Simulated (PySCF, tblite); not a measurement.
# C4H5F3N2: geometry, infrared bands and NMR shifts

Aim: predict the infrared bands and NMR shifts of C4H5F3N2 (`FC(F)(F)C1=NNCC1`).

Computed with tblite 0.8.0 and PySCF 2.14.0, with density-fitted response routines of our own, on a single molecule in the gas phase. Atoms are numbered from 0 throughout.

## Step 1: The molecule as given

14 atoms, charge 0, multiplicity 1; geometry from: force field or distance geometry start.

Bonds of the start (Å): F0–C1 1.36, C1–F2 1.37, C1–F3 1.36, C1–C4 1.50, C4–N5 1.31, N5–N6 1.35, N6–C7 1.45, C7–C8 1.51, C8–C4 1.49, N6–H9 1.02, C7–H10 1.09, C7–H11 1.10, C8–H12 1.09, C8–H13 1.09.

## Step 2: Geometry optimisation with GFN2-xTB

Job settings and geometry (Å):

```
{"job": {"kind": "relax", "xc": "GFN2-xTB", "basis": "xTB"}, "charge": 0, "multiplicity": 1}
F      2.690100    -0.438700    -1.524100
C      2.038200    -0.160300    -0.364500
F      2.571700     1.002900     0.111700
F      2.433700    -1.114900     0.523500
C      0.546800    -0.099800    -0.463600
N     -0.139800    -0.275600    -1.569500
N     -1.440200    -0.126600    -1.235500
C     -1.658800     0.165500     0.165200
C     -0.268500     0.191600     0.754000
H     -2.162300    -0.230600    -1.946100
H     -2.183100     1.119600     0.245100
H     -2.289100    -0.631400     0.596500
H     -0.127100    -0.576600     1.520800
H     -0.012300     1.174400     1.159300
```

Launch:

```bash
$ OMP_NUM_THREADS=1 python probes_run.py task.json out
```

The driver reads the jobs from task.json and runs them one after another.

**Question.** This job is followed by: GFN2-xTB harmonic vibrations, gas phase; GIAO PBE0/pcSseg-1 NMR shielding, non-relativistic, gas phase. Predict these results of the whole session: strongest single infrared mode (GFN2-xTB); zero-point energy (GFN2-xTB); 13C shifts against TMS (PBE0/pcSseg-1); 1H shifts against TMS (PBE0/pcSseg-1, means over atoms taken as alike); 19F shifts against CFCl3 (PBE0/pcSseg-1, means over atoms taken as alike); 15N shifts against NH3 (PBE0/pcSseg-1); surface potential, 1st and 99th percentile.

**Answer**, as computed:

```
                                                                 quantity                         value
                                strongest single infrared mode (GFN2-xTB)         1002 cm⁻¹, 309 km/mol
                                             zero-point energy (GFN2-xTB)                 59.3 kcal/mol
                                   13C shifts against TMS (PBE0/pcSseg-1)  135.6, 131.8, 49.9, 31.8 ppm
   1H shifts against TMS (PBE0/pcSseg-1, means over atoms taken as alike)          5.18, 3.86, 3.02 ppm
19F shifts against CFCl3 (PBE0/pcSseg-1, means over atoms taken as alike)                     -82.9 ppm
                                   15N shifts against NH3 (PBE0/pcSseg-1)              400.6, 146.1 ppm
                                    surface potential, 1st and 99th percentile            -1.43 V and 2.05 V
```

What this shows: Relaxing lowered the energy by 0.161 eV in 69 steps; the close pair that moved most is C4–N5, from 1.314 to 1.278 Å. All 36 modes are real, so the xTB geometry is a minimum. The strongest single mode, at 1002 cm⁻¹, moves mainly C1. GFN2-xTB is a fitted tight-binding method: band positions and strengths are rough. Its intensities can rank the bands wrongly. At PBE0/pcSseg-1: Shielding is most anisotropic at N5 (span 661 ppm, paramagnetic term -455 ppm). By nearest atom (PBE0/pcSseg-1), the HOMO sits on N6 39 %; C4 26 % and the LUMO on N5 39 %; C4 28 %.
